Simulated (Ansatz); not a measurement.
**CH4FO2Si radical: basis-set convergence**

The task here is to estimate one member of a computed series from the others.

Program: Ansatz 0.2.0, Gaussian basis. Level of theory: one geometry, several basis sets. These are calculated values, not measurements.

Plan: PBE0-D4/def2-SVP; ωB97M-V/def2-SVP; PBE0-D4/def2-QZVPP; ωB97M-V/def2-QZVPP; the functionals' def2-TZVPP values are taken from earlier runs.

## Structure used throughout

The geometry comes from an earlier relaxation with PBE0-D4 in a triple-zeta def2 set; it is a stationary point, not always the lowest conformer.

SMILES `CO[SiH]([O])F`, 9 atoms, charge 0, spin multiplicity 2.

Atoms are counted from 1 here; the program's logs count them from 0.

Bond lengths: C1–O2 1.414 Å, C1–H6 1.093 Å, C1–H7 1.093 Å, C1–H8 1.090 Å, O2–Si3 1.611 Å, Si3–O4 1.650 Å, Si3–F5 1.590 Å, Si3–H9 1.479 Å. Angles: O2–C1–H6 110.2°, O2–C1–H7 111.6°, O2–C1–H8 108.0°, H6–C1–H7 109.1°, H6–C1–H8 108.8°, H7–C1–H8 109.0°, C1–O2–Si3 128.1°, O2–Si3–O4 109.3°, O2–Si3–F5 108.3°, O2–Si3–H9 116.3°, O4–Si3–F5 112.8°, O4–Si3–H9 101.9°, F5–Si3–H9 108.3°.

Set-up of the first run:

in.yaml

```yaml
crystal:
  periodic: [false, false, false]
  atoms:
    - {symbol: C, position_ang: [0.418964, 1.093272, 0.792361]}
    - {symbol: O, position_ang: [-0.054789, -0.234659, 0.679876]}
    - {symbol: Si, position_ang: [-0.355596, -1.073515, -0.662734]}
    - {symbol: O, position_ang: [-1.550998, -2.171059, -0.364489]}
    - {symbol: F, position_ang: [-0.735211, -0.047559, -1.816654]}
    - {symbol: H, position_ang: [1.512063, 1.103083, 0.814295]}
    - {symbol: H, position_ang: [0.071686, 1.716450, -0.035456]}
    - {symbol: H, position_ang: [0.044514, 1.507346, 1.729065]}
    - {symbol: H, position_ang: [0.737868, -1.939659, -1.153365]}
basis:
  gaussian: {orbitals: def2-SVP}
magnetization: {spin_polarized: true, initial_magnetization: 1}
hamiltonian: {xc: pbe0, dispersion: d4}
output: {orbitals: {seedname: orbitals}}
```

The run is started by

```
$ ansatz run in.yaml --threads 4 --pin off --events-out ev --progress --plain --max-ram 10444MiB
```

Steps of the session up to this table: PBE0-D4 in def2-SVP; ωB97M-V in def2-SVP; PBE0-D4 in def2-QZVPP; ωB97M-V in def2-QZVPP.

One table of the session follows, with a row left open; its other results are not shown here.

It belongs to the step «Density functionals: the series». 

```
functional       basis  HOMO (eV)  LUMO (eV)
   PBE0-D4    def2-SVP      -8.85      -4.79
   PBE0-D4  def2-TZVPP      -8.98      -5.01
   PBE0-D4  def2-QZVPP      -9.01      -5.05
   ωB97M-V    def2-SVP     -11.21      -2.47
   ωB97M-V  def2-TZVPP     -11.36      -2.78
   ωB97M-V  def2-QZVPP          ?          ?
```

**Question.** Estimate the row for ωB97M-V, def2-QZVPP.

As computed: HOMO (eV): -11.40; LUMO (eV): -2.84. In the column «HOMO (eV)» it is the lowest.
